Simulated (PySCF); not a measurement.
# One shape, several levels: SiF3 (trifluorosilyl)

We compute a comparison of 6 runs (U-r2SCAN/STO-3G, UB2PLYP/STO-3G, UPBE0/STO-3G, USVWN5/STO-3G, ROCCSD(T)/STO-3G, FCI/STO-3G) of SiF3 (trifluorosilyl). The job is set up through a Python script.

Program for the calculation: PySCF 2.14.0.

2 further runs of the same task are left out: 2 set aside as unsound or not needed.

## 1. The molecule

SiF3: 4 atoms, total charge 0, spin state doublet. As SMILES, `F[Si](F)F`. Geometry: relaxed at GFN2-xTB.

Bond lengths: F1–Si2 1.590 Å, Si2–F3 1.590 Å, Si2–F4 1.590 Å. Angles: F1–Si2–F3 104.5°, F1–Si2–F4 104.3°, F3–Si2–F4 104.5°.

## 2. The energy at U-r2SCAN/STO-3G (run 1)

Input file job.py:

```python
# F[Si](F)F
from pyscf import gto, dft

system = gto.M(
    atom=[
    ('F', (0.787890, -0.508980, 1.119030)),
    ('Si', (-0.325240, 0.244050, 0.268860)),
    ('F', (-0.962750, -0.889100, -0.646850)),
    ('F', (0.500100, 1.154030, -0.741040)),
],
    verbose=3,
    charge=0,
    max_memory=1860,
    basis='sto-3g',
    spin=1,
)

calc0 = dft.UKS(system, xc='r2scan')
calc0.conv_tol = 1e-10
calc0.grids.level = 5
calc0.kernel()
if not calc0.converged:
    calc0 = calc0.newton().run(calc0.mo_coeff, calc0.mo_occ)

e_final = calc0.e_tot
print('E = %.10f Eh' % e_final)
```

The run is started by

```sh
$ OMP_NUM_THREADS=1 python job.py
```

What it wrote:

```text
WARN: HOMO -0.209670386831593 >= LUMO -0.209670386831596

converged SCF energy = -581.22396079457  <S^2> = 0.75137635  2S+1 = 2.0013759
E = -581.2239607946 Eh
```

It took 8.7 s on 1 thread of Arm Neoverse V2, shared host; peak memory 0.23 GiB.

## 3. A single-point energy at UB2PLYP/STO-3G (run 2)

Input file run.py:

```python
from pyscf import gto, dft, mp

system = gto.M(
    atom='F 0.787890 -0.508980 1.119030; Si -0.325240 0.244050 0.268860; F -0.962750 -0.889100 -0.646850; F 0.500100 1.154030 -0.741040',
    max_memory=1860,
    basis='sto-3g',
    spin=1,
    charge=0,
    verbose=4,
)

calc0 = dft.UKS(system, xc='0.53*HF + 0.47*B88, 0.73*LYP')
calc0.conv_tol = 1e-10
calc0.grids.level = 5
calc0.kernel()
if not calc0.converged:
    calc0 = calc0.newton().run(calc0.mo_coeff, calc0.mo_occ)

pt = mp.MP2(calc0, frozen=8).run()
e_tot = calc0.e_tot + 0.27 * pt.e_corr
print('PT2 part  %.8f' % (0.27 * pt.e_corr))
print('Final energy', e_tot)
```

The run is started by

```sh
$ OMP_NUM_THREADS=1 python run.py
```

What it wrote:

```text
PySCF version 2.14.0

[INPUT] num. atoms = 4
[INPUT] num. electrons = 41
[INPUT] charge = 0
[INPUT] spin (= nelec alpha-beta = 2S) = 1
[INPUT] symmetry False subgroup None
[INPUT] Mole.unit = angstrom
[INPUT] Symbol           X                Y                Z      unit          X                Y                Z       unit  Magmom
[INPUT]  1 F      0.787890000000  -0.508980000000   1.119030000000 AA    1.488896316284  -0.961832802881   2.114660225172 Bohr   0.0
[INPUT]  2 Si    -0.325240000000   0.244050000000   0.268860000000 AA   -0.614614524754   0.461187660700   0.508071765851 Bohr   0.0
[INPUT]  3 F     -0.962750000000  -0.889100000000  -0.646850000000 AA   -1.819333826425  -1.680155497351  -1.222369343675 Bohr   0.0
[INPUT]  4 F      0.500100000000   1.154030000000  -0.741040000000 AA    0.945052034895   2.180800639532  -1.400362647348 Bohr   0.0

nuclear repulsion = 176.933543010771
number of shells = 14
number of NR pGTOs = 72
number of NR cGTOs = 24
basis = sto-3g
ecp = {}

[... 36 lines left out ...]
WARN: HOMO -0.20098353036972 >= LUMO -0.200983530369721
[... 42 lines left out ...]
converged SCF energy = -580.817352136887  <S^2> = 0.7558129  2S+1 = 2.0058045
[... 1 line left out ...]
******** <class 'pyscf.mp.ump2.UMP2'> ********
nocc = (np.int64(13), np.int64(12)), nmo = (16, 16)
frozen orbitals 8
E(UMP2) = -580.932770959764  E_corr = -0.115418822876458
E(SCS-UMP2) = -580.931366859905  E_corr = -0.114014723018129
E_corr(same-spin) = -0.0282552281926391
E_corr(oppo-spin) = -0.0871635946838192
PT2 part  -0.03116308
Final energy -580.8485152190639
```

It took 5.1 s on 1 thread of Arm Neoverse V2, shared host; peak memory 0.23 GiB.

Runs 3 to 5 aren't shown in full; the table further down has their settings and results.

## 4. A single-point energy at FCI/STO-3G (run 6)

Input file input.py:

```python
from pyscf import gto, scf, mcscf

molecule = gto.M(
    atom='''
F        0.787890      -0.508980       1.119030
Si      -0.325240       0.244050       0.268860
F       -0.962750      -0.889100      -0.646850
F        0.500100       1.154030      -0.741040
''',
    max_memory=1860,
    charge=0,
    basis='sto-3g',
    spin=1,
    verbose=3,
)

hf = scf.ROHF(molecule)
hf.conv_tol = 1e-10
hf.kernel()
if not hf.converged:
    hf = hf.newton().run(hf.mo_coeff, hf.mo_occ)

cas = mcscf.CASCI(hf, hf.mo_coeff.shape[-1] - 8, (molecule.nelec[0] - 8, molecule.nelec[1] - 8))  # full CI above the frozen core
cas.fix_spin_(ss=0.75)
cas.kernel()
e_final = cas.e_tot
print(f'total energy: {e_final:.8f} hartree')
```

The run is started by

```sh
$ OMP_NUM_THREADS=1 python input.py
```

What it wrote:

```text
converged SCF energy = -579.726703195573
CASCI E = -579.822751807082  E(CI) = -132.779138496163  S^2 = 0.7500000
total energy: -579.82275181 hartree
```

It took 59 s on 1 thread of Arm Neoverse V2, shared host; peak memory 0.34 GiB.

## 5. The series

```
run             level  frozen core orbitals  integration grid  energy (Eh)  dipole moment (D) of the reference  HOMO energy (eV)  LUMO energy (eV)  wall time
  1   U-r2SCAN/STO-3G                     –                 5  -581.223961                                0.85             -1.50              0.16      8.7 s
  2    UB2PLYP/STO-3G                     8                 5  -580.848515                                1.42             -4.47              2.21      5.1 s
  3      UPBE0/STO-3G                     –                 5  -580.956965                                1.01             -2.82              0.88      4.8 s
  4     USVWN5/STO-3G                     –                 5  -578.184417                                0.56             -0.87              0.03      2.7 s
  5  ROCCSD(T)/STO-3G                     8                 –  -579.821566                                2.15                 –                 –     0.74 s
  6        FCI/STO-3G                     8                 –  -579.822752                                2.15                 –                 –       59 s
```

## 6. What came out

```
                                          quantity          value
                               run 6: total energy  -579.82275 Eh
       run 6: dipole moment (Hartree–Fock density)         2.15 D
run 6: correlation energy (8 core orbitals frozen)      -96.0 mEh
```

In words: Against full CI in this basis: ROCCSD(T) +1.2 mEh. Over runs 1, 2, 3, 4 the dipole moment (its size) runs from 0.56 D (USVWN5/STO-3G) to 1.42 D (UB2PLYP/STO-3G). A double hybrid's value is that of its SCF part. Totals of different functionals can't be ranked against each other. In runs 1, 2, 3, 4, 5, 6 the basis is minimal, so the values are rough. All runs together took 81 s, the longest 59 s.
